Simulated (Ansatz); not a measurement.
# Co4Ge (R-3m) in Ansatz: reference runs

Aim: a first look at Co4Ge with PBEsol, on the cell as given and on a disturbed one.

Program: Ansatz 0.2.0. These are calculated values, not measurements. Logs are shortened: lines on timing, memory, paths and dates and some standing lists are left out, and cuts for length are marked.

## Step 1: Starting point

It takes space group R-3m (No. 166, trigonal). Conventional cell: a = 2.625 Å, b = 2.625 Å, c = 29.588 Å, α = 90.00°, β = 90.00°, γ = 120.00°. Ge (site symmetry -3m) has 6 Co at 2.51 Å and 6 Ge at 2.62 Å as nearest neighbours. Co (site symmetry 3m) has 9 Co at 2.45 to 2.62 Å and 3 Ge at 2.51 Å as nearest neighbours. Co (site symmetry 3m) has 12 Co at 2.45 to 2.62 Å as nearest neighbours.

The cell comes from a database or a generator and needn't be the stable form of this composition.

## Step 2: Single point, PBEsol, collinear spin, ferromagnetic start

Contents of input.yaml:

```yaml
crystal:
  lattice:
    - [1.3124950637, 0.7577693783, 9.8626483117]
    - [-1.3124950637, 0.7577693783, 9.8626483117]
    - [0.0, -1.5155387567, 9.8626483117]
  atoms:
    - { symbol: Ge, position: [0.0, 0.0, 0.0] }
    - { symbol: Co, position: [0.59884, 0.59884, 0.59884], spin: 2.0 }
    - { symbol: Co, position: [0.20032, 0.20032, 0.20032], spin: 2.0 }
    - { symbol: Co, position: [0.79968, 0.79968, 0.79968], spin: 2.0 }
    - { symbol: Co, position: [0.40116, 0.40116, 0.40116], spin: 2.0 }
hamiltonian:
  xc: pbesol
  pseudopotentials: { kind: paw }
magnetization:
  spin_polarized: true
kpoints:
  mp_grid: { grid: [12, 12, 12] }
scf:
  occupations: { method: fermi_dirac, width: 0.05 }
output:
  forces: true
  stress: true
  eigenvalues: true
```

Potentials or basis: Ansatz PAW.

On the command line:

```console
$ ansatz run input.yaml --threads 2 --pin off --max-ram 5632MiB --backend cpu --events-out ev --progress --plain --runs-dir out
```

What it wrote:

```text
Warning: RAYON_NUM_THREADS=2 ignored (pool sized by the plan → 2); use --threads N
basis.fft_grid_basis auto: the FFT boxes are laid along the combinations [[1, 0, -1], [0, 1, -1], [0, 0, 1]] of the cell's own vectors, 2.625, 2.625 and 9.978 Å long. The dense box has 18×18×72 points. Along the cell's own vectors, as sized, it would have 72×72×72, 16.00 times as many. Of the 12 symmetry operations that the crystal satisfies within crystal.symmetry.tolerance (time reversal apart; of a slab, those that keep its plane) the dense box along the cell's own vectors carries 12, and the one as laid loses 8 of those. basis.fft_grid_basis: typed keeps the cell's own vectors: state it where this run's energies or levels are differenced outside the engine with another run's, or held beside a run that keeps those vectors.
Engine: ansatz 0.2.0, aarch64-unknown-linux-gnu
Pseudopotentials: kind: paw
Pseudopotential: Ge, paw, valence charge 14, recommended cutoff 420 eV (normal), Ge.paw.azcp
Pseudopotential: Co, paw, valence charge 17, recommended cutoff 420 eV (normal), Co.paw.azcp
Functional definition: PBEsol
  exchange = pbesol_x
  correlation = pbesol_c
Crystal: 5 atoms, lattice volume = 58.854 Å³
Basis set: ecut = 420 eV, 1179 PW (Γ), FFT grids on a1−a3, a2−a3, a3, exchange–correlation on 36×36×144 points (8 copies of the dense FFT grid, shifted against one another)
Bands: 54, of which v1, the nominal top of the filled ones, is band 41 counted from 1 (40 counted from 0)
Symmetry: 12 space group operations
Space group: R-3m (ITA 166), of the structure as read, at distance tolerance 3.9e-5 Å
Magnetic group: BNS 166.97 (UNI 1327), of the structure as read, at distance tolerance 3.9e-5 Å
k-points: 189 of 1728
Non-local potential: Ge, projectors of the file, l = 0: 2, l = 1: 2, l = 2: 3, l = 3: 1
Non-local potential: Co, projectors of the file, l = 0: 3, l = 1: 2, l = 2: 3, l = 3: 1
PAW form: soft (Blöchl's): semilocal exchange-correlation on the pseudo side does not see the compensation charge
PAW frozen core: Ge, regenerated for the run's functional, and the local potential with it (the file was generated under x = pbe(κ = 0.804, μ = 0.2195149727645171), c = pbe(β = 0.06672455060314922))
PAW frozen core: Co, regenerated for the run's functional, and the local potential with it (the file was generated under x = pbe(κ = 0.804, μ = 0.2195149727645171), c = pbe(β = 0.06672455060314922))
PAW one-centre angular grid: Ge, 590 points (default); XC on 64 Gauss nodes
PAW one-centre angular grid: Co, 590 points (default); XC on 64 Gauss nodes
Initial density: superposition of atomic densities (chi_scale 0.1, normalization cell)
Starting moments: Σ|m| = 8 μB on 4 of 5 sites
Initial wavefunctions: pseudopotential atomic-orbital guess
Functional: x = pbesol(κ = 0.804, μ = 0.12345679012345678), c = pbesol(β = 0.046)
SCF iter   1: F=—  HF=-24623.335456 eV  |F-HF|=—  |Δ(HF+E_count)|=         —  Δρ=6.15e-2 (↑6.15e-2 ↓5.82e-2)  dr2=4.50e0  dr2_m=3.36e-1  M=6.616 μB ∫|m|=7.008 μB  β_m=0.30  ethr=3.10e-3  ⟨swp⟩=5.6  Hψ=66497  notcnv=0  defer=81
Mixer restart at iter 1: flushing history
preconditioner: auto → Kerker (q_TF=auto, 2.883 Å⁻¹)  [metal: Δε(μ)=0.001 eV  Ē_g=12.481 eV  σ=0.050 eV  W_gap=0.01  n_scr=20 (ndim 8)  ℏωp=34.2 eV  f_vac=0.000  D(μ)=5.62/eV (n_scr^D=72)]
spin=Collinear: Kerker preconditioning applied to the charge; magnetization (m = ρ↑ − ρ↓) channel mixes plain (no charge-response kernel on spin).
SCF iter   2: F=—  HF=-24622.127857 eV  |F-HF|=—  |Δ(HF+E_count)|=    1.21e0  Δρ=2.50e-2 (↑2.02e-2 ↓2.50e-2)  dr2=1.67e0  dr2_m=1.78e-1  M=6.539 μB ∫|m|=6.983 μB  β_m=0.35  ethr=3.10e-3  ⟨swp⟩=2.2  Hψ=32087  notcnv=0  defer=1285
SCF iter   3: F=—  HF=-24623.182467 eV  |F-HF|=—  |Δ(HF+E_count)|=    1.05e0  Δρ=2.26e-2 (↑1.47e-2 ↓2.26e-2)  dr2=1.69e0  dr2_m=1.28e-1  M=6.316 μB ∫|m|=6.812 μB  β_m=0.56  ethr=2.03e-3  ⟨swp⟩=2.0  Hψ=23378  notcnv=0  defer=1288
SCF iter   4: F=—  HF=-24624.747808 eV  |F-HF|=—  |Δ(HF+E_count)|=    1.57e0  Δρ=1.88e-2 (↑9.17e-3 ↓1.88e-2)  dr2=1.12e0  dr2_m=3.53e-2  M=5.923 μB ∫|m|=6.514 μB  β_m=0.76  ethr=2.03e-3  ⟨swp⟩=2.0  Hψ=24849  notcnv=0  defer=1276
SCF iter   5: F=—  HF=-24624.750855 eV  |F-HF|=—  |Δ(HF+E_count)|=   3.05e-3  Δρ=1.47e-2 (↑5.17e-3 ↓1.47e-2)  dr2=7.42e-2  dr2_m=3.02e-2  M=5.838 μB ∫|m|=6.473 μB  β_m=0.88  ethr=1.36e-3  ⟨swp⟩=2.6  Hψ=31603  notcnv=0  defer=1444
SCF iter   6: F=—  HF=-24624.815868 eV  |F-HF|=—  |Δ(HF+E_count)|=   6.50e-2  Δρ=1.01e-2 (↑5.31e-3 ↓1.01e-2)  dr2=7.65e-2  dr2_m=6.03e-3  M=5.882 μB ∫|m|=6.523 μB  β_m=0.74  ethr=9.05e-5  ⟨swp⟩=2.0  Hψ=40267  notcnv=0  defer=1419
SCF iter   7: F=—  HF=-24624.810904 eV  |F-HF|=—  |Δ(HF+E_count)|=   4.96e-3  Δρ=1.77e-3 (↑1.56e-3 ↓1.77e-3)  dr2=4.57e-3  dr2_m=7.14e-5  M=5.893 μB ∫|m|=6.541 μB  β_m=0.61  ethr=9.05e-5  ⟨swp⟩=2.0  Hψ=30956  notcnv=0  defer=1415
SCF iter   8: F=—  HF=-24624.810349 eV  |F-HF|=—  |Δ(HF+E_count)|=   5.55e-4  Δρ=6.41e-4 (↑3.32e-4 ↓6.41e-4)  dr2=4.15e-4  dr2_m=3.91e-5  M=5.897 μB ∫|m|=6.548 μB  β_m=0.68  ethr=5.57e-6  ⟨swp⟩=2.0  Hψ=31717  notcnv=0  defer=1410
SCF iter   9: F=—  HF=-24624.810954 eV  |F-HF|=—  |Δ(HF+E_count)|=   6.06e-4  Δρ=2.53e-4 (↑2.06e-4 ↓2.53e-4)  dr2=7.24e-5  dr2_m=1.41e-5  M=5.899 μB ∫|m|=6.551 μB  β_m=0.84  ethr=5.06e-7  ⟨swp⟩=2.4  Hψ=31524  notcnv=0  defer=1410
SCF iter  10: F=—  HF=-24624.811078 eV  |F-HF|=—  |Δ(HF+E_count)|=   1.23e-4  Δρ=1.26e-4 (↑1.13e-4 ↓1.26e-4)  dr2=2.60e-5  dr2_m=1.81e-6  M=5.902 μB ∫|m|=6.553 μB  β_m=0.74  ethr=8.83e-8  ⟨swp⟩=2.0  Hψ=27650  notcnv=0  defer=1409
SCF iter  11: F=—  HF=-24624.811073 eV  |F-HF|=—  |Δ(HF+E_count)|=   4.94e-6  Δρ=6.83e-5 (↑4.72e-5 ↓6.83e-5)  dr2=6.04e-6  dr2_m=3.13e-7  M=5.901 μB ∫|m|=6.553 μB  β_m=0.66  ethr=3.17e-8  ⟨swp⟩=2.0  Hψ=26626  notcnv=0  defer=1409
SCF iter  12: F=—  HF=-24624.811074 eV  |F-HF|=—  |Δ(HF+E_count)|=   1.57e-6  Δρ=5.74e-5 (↑1.08e-5 ↓5.74e-5)  dr2=2.34e-6  dr2_m=3.74e-7  M=5.901 μB ∫|m|=6.553 μB  β_m=0.83  ethr=7.36e-9  ⟨swp⟩=2.0  Hψ=26820  notcnv=0  defer=1409
SCF iter  13: F=—  HF=-24624.811075 eV  |F-HF|=—  |Δ(HF+E_count)|=   3.02e-7  Δρ=3.51e-5 (↑1.13e-5 ↓3.51e-5)  dr2=1.51e-6  dr2_m=1.08e-7  M=5.901 μB ∫|m|=6.553 μB  β_m=0.92  ethr=2.85e-9  ⟨swp⟩=1.5  Hψ=22342  notcnv=0  defer=1409
SCF iter  14: F=—  HF=-24624.811075 eV  |F-HF|=—  |Δ(HF+E_count)|=  8.00e-10  Δρ=4.50e-6 (↑4.50e-6 ↓4.28e-6)  dr2=8.79e-8  dr2_m=5.73e-10  M=5.901 μB ∫|m|=6.553 μB  β_m=0.95  ethr=1.84e-9  ⟨swp⟩=1.8  Hψ=23719  notcnv=0  defer=1409
SCF iter  15: F=-24624.811075 eV  HF=-24624.811075 eV  |F-HF|=4.08e-9  |Δ(HF+E_count)|=   5.61e-9  Δρ=1.29e-6 (↑1.29e-6 ↓5.65e-7)  dr2=3.42e-9  dr2_m=1.57e-10  M=5.901 μB ∫|m|=6.553 μB  ethr=1.07e-10  ⟨swp⟩=8.1  Hψ=78435  notcnv=0
SCF 1 converged in 15 iterations: F = -24624.811075 eV  dr2 = 3.42e-9
SCF converged after 15 iterations
Magnetization: 5.9013 μB (43.9506 up, 38.0494 down)
Absolute magnetization: 6.5536 μB (∫|ρ↑−ρ↓|, with the PAW one-centre terms)
Spin contamination: 0.1252 ħ² per cell (⟨S²⟩ above its minimum at these occupations)
Per-site moments (μB) at R_I (Å): [(-0.03306354942134424, 1.0373625733797815), (1.3238027056470736, 1.0118359971272748), (1.779511103823458, 1.0118359971272748), (1.779511103823455, 1.0118359971272723), (1.3238027056470738, 1.0118359971272723)]
Free energy (F): -24624.811075 eV
Harris-Foulkes:  -24624.811075 eV  (|F-HF|=4.08e-9)
Internal energy: -24624.767053 eV  (E = F + TS)
E sigma→0 (E₀):  -24624.789064 eV
Entropy (-TS):   -0.044022 eV (-8.804 meV/atom)
Fermi energy:    17.436513 eV
--- Per-component energies (eV) ---
  E_band       = -1086.682183
  E_kinetic    = 1925.034634
  E_local      = -13801.383477  (includes V_loc(G=0)·N_el)
  E_nonlocal   = 2248.562794
  E_hartree    = 5843.556388
  E_xc         = -705.431647
  E_vxc        = -882.023021  (∫ρ·V_xc dr)
  E_paw        = -7911.364750  (= ΣΔE_a)
  E_vpaw       = -2263.984421  (= ΣTr[D̂ρ^β])
  E_aug_tail   = 0.000536  (compensation charges beyond the density's cutoff)
  E_ewald      = -12225.413143
  E_core_change = 1.671613  (= ΣΔE_core)
  E_smearing   = -0.044022  (= −TS)
  E_closure    = -0.000000  (closes the sum)
  Σ components = -24624.811075   (vs F -24624.811075, Δ=0.00e0)
--- Forces (eV/Å), atoms counted from 1 ---
  atom   1  Ge    -0.00000000     0.00000000     0.00000000
  atom   2  Co     0.00000000    -0.00000000     0.00414485
  atom   3  Co     0.00000000     0.00000000    -0.05307588
  atom   4  Co     0.00000000    -0.00000000     0.05307588
  atom   5  Co     0.00000000     0.00000000    -0.00414485
  max |Σ_I F_I| component: 1.16e-18 eV/Å
--- Stress (GPa, compression-positive) ---
       -8.750308      -0.000000       0.000000
       -0.000000      -8.750308      -0.000000
        0.000000      -0.000000      -8.396577
  P = ⅓ Tr σ = -8.6324 GPa (-86.324 kbar)
--- Band table (eV; the first three rows and the last of 378) ---
  k-point 0 ↑: bands = ["-78.4500", "-78.4251", "-77.9958", "-77.9958", "-41.8842", "-41.7759", "-41.7759", "-41.7508", "-41.7508", "-41.7488", "-41.3553", "-41.3540", "-41.3540", "-41.3539", "-41.3539", "-41.3497", "-7.6077", "-7.6077", "-7.5361", "-7.3495", "-7.3495", "3.1349", "9.1772", "9.3524", "12.1635", "12.5004", "13.9103", "14.6356", "14.6356", "14.6805", "14.6805", "14.9827", "14.9827", "15.0111", "15.0549", "15.0549", "15.1381", "15.7847", "15.7847", "15.8287", "15.8287", "16.0425", "16.2420", "16.2420", "16.5738", "16.5738", "22.5762", "25.3351", "29.6755", "29.6755", "33.4912", "33.6358", "34.1231", "34.1231"]
  k-point 1 ↑: bands = ["-78.4484", "-78.4242", "-77.9946", "-77.9946", "-41.8812", "-41.7894", "-41.7788", "-41.7601", "-41.7526", "-41.7448", "-41.3634", "-41.3634", "-41.3562", "-41.3562", "-41.3539", "-41.3489", "-7.6131", "-7.5903", "-7.5228", "-7.3609", "-7.3519", "3.3316", "9.3703", "9.5819", "12.3028", "12.6545", "13.9150", "14.5563", "14.5993", "14.7189", "14.7289", "14.7645", "14.9073", "15.0331", "15.0529", "15.1307", "15.2140", "15.5225", "15.7037", "15.7082", "15.8897", "15.9453", "16.2354", "16.5524", "16.5890", "17.0765", "22.8137", "25.4209", "27.6401", "28.7668", "32.2227", "33.4837", "34.1584", "34.9118"]
  k-point 2 ↑: bands = ["-78.4440", "-78.4220", "-77.9914", "-77.9914", "-41.8736", "-41.8190", "-41.7866", "-41.7841", "-41.7575", "-41.7414", "-41.3882", "-41.3878", "-41.3624", "-41.3624", "-41.3512", "-41.3479", "-7.6320", "-7.5427", "-7.4831", "-7.3919", "-7.3585", "3.9231", "9.9417", "10.2307", "12.6759", "13.0264", "13.8674", "14.2593", "14.3971", "14.4893", "14.7696", "14.8078", "14.9577", "15.0155", "15.0903", "15.2058", "15.3374", "15.3478", "15.5214", "15.7011", "15.9239", "15.9872", "16.2412", "16.6187", "17.1923", "17.8077", "23.4482", "24.1932", "25.7160", "27.2279", "30.8193", "31.3427", "32.3515", "33.5961"]
  k-point 188 ↓: bands = ["-76.4152", "-76.4146", "-76.3120", "-76.2860", "-39.9842", "-39.9601", "-39.7779", "-39.7550", "-39.7550", "-39.7542", "-39.7542", "-39.6633", "-39.6633", "-39.6493", "-39.6368", "-39.6368", "-7.6109", "-7.6109", "-7.5475", "-7.3596", "-7.3596", "3.0892", "8.7126", "10.6706", "11.0992", "13.5533", "14.7073", "16.1948", "16.1948", "16.2862", "16.2862", "16.3938", "16.4501", "16.4501", "16.4988", "16.4988", "16.6442", "16.9994", "17.3463", "17.3463", "17.5650", "17.5650", "17.7422", "17.7422", "18.3127", "18.3127", "21.8268", "28.9557", "29.3074", "29.6631", "29.6631", "34.1428", "34.1428", "34.5736"]
```

It took 72 s on 2 threads of Arm Neoverse V1, shared host; peak memory 1 GiB.

What came out:

```
Free energy            : -24624.8111 eV
Pressure               : -8.6 GPa
Largest force          : 0.053 eV/Å
Band gap on the k mesh : none (metal or under the smearing width)
Net moment             : 5.90 μB per cell
Absolute moment        : 6.55 μB per cell
Site moments           : Ge -0.03; Co +1.32, +1.78 μB
```

Forces in eV/Å, atoms in the order of the input:
```
Ge   0.000  0.000  0.000
Co   0.000  0.000  0.004
Co   0.000  0.000 -0.053
Co   0.000  0.000  0.053
Co   0.000  0.000 -0.004
```

Levels at points of the mesh, in eV from the Fermi level:
Spin up:
```
              k point  band 41  band 42  band 43  band 44  band 45  band 46  band 47  band 48
   (0.00, 0.00, 0.00)    -1.61    -1.39    -1.19    -1.19    -0.86    -0.86     5.14     7.90
  (0.00, 0.00, -0.50)    -0.88    -0.72    -0.68     0.12     1.38     1.53     2.42     5.35
 (0.00, -0.50, -0.50)    -0.70    -0.67    -0.67     0.27     0.34     2.04     2.27     4.88
(-0.50, -0.50, -0.50)    -1.61    -1.21    -1.21    -0.85    -0.85    -0.70     3.76    11.06
```
Spin down:
| k point | band 35 | band 36 | band 37 | band 38 | band 39 | band 40 | band 41 | band 42 |
| --- | --- | --- | --- | --- | --- | --- | --- | --- |
| (0.00, 0.00, 0.00) | -0.96 | -0.96 | -0.91 | -0.63 | -0.09 | -0.09 | 0.13 | 0.13 |
| (0.00, 0.00, -0.50) | -0.87 | -0.50 | 0.06 | 0.16 | 0.72 | 0.78 | 0.83 | 0.91 |
| (0.00, -0.50, -0.50) | -0.82 | -0.09 | 0.40 | 0.41 | 0.75 | 0.78 | 0.86 | 0.91 |
| (-0.50, -0.50, -0.50) | -0.94 | -0.94 | -0.79 | -0.44 | -0.09 | -0.09 | 0.13 | 0.13 |

Caveat: the PAW data sets come from PBE, with cores solved anew for the run's functional, which leaves a small shift of forces and pressure.

[end of part 1 of 2]
